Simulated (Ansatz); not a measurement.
Crystal: SbAs.

```xyz
2
Lattice="2.0327 1.1736 3.7166 -2.0327 1.1736 3.7166 0.0000 -2.3472 3.7166" Properties=species:S:1:pos:R:3 pbc="T T T"
Sb    0.0000    0.0000    8.5954
As    0.0000    0.0000    2.5544
```

The cell is a database's computed one.

```yaml
Program: Ansatz 0.2.0
Task: relaxation of cell and atoms
Functional: PBE
Potentials_or_basis: Ansatz PAW
Cutoff: "420 eV (not typed: the program's choice for these potentials)"
k_mesh: 8 × 8 × 8
Occupations: fermi-dirac, width 0.05 eV
Spin: no spin polarisation
```

At the start: volume 26.60 Å³/atom.

Problem. How do energy, volume and symmetry change on relaxing?

Solution. It ends after 6 steps and the volume is 26.82 Å³/atom (+0.8 %); space group R3m (No. 160, to 0.05 Å).

Step by step:
| step | energy change (eV) | largest force (eV/Å) | volume (Å³) |
| --- | --- | --- | --- |
| 1 | 0.0000 | 0.1620 | 53.20 |
| 2 | -0.0009 | 0.1647 | 54.52 |
| 3 | -0.0046 | 0.0164 | 53.96 |
| 4 | -0.0049 | 0.0099 | 53.69 |
| 5 | -0.0049 | 0.0010 | 53.63 |
| 6 | -0.0050 | 0.0010 | 53.63 |

Final structure:
```xyz
2
Lattice="2.0513 1.1843 3.6795 -2.0513 1.1843 3.6795 0.0000 -2.3686 3.6795" Properties=species:S:1:pos:R:3 pbc="T T T"
Sb    0.0000    0.0000    8.4972
As    0.0000    0.0000    2.5413
```

Caveat: the plane-wave basis is chosen anew once the cell has moved, so the energies of steps on either side of that aren't comparable.
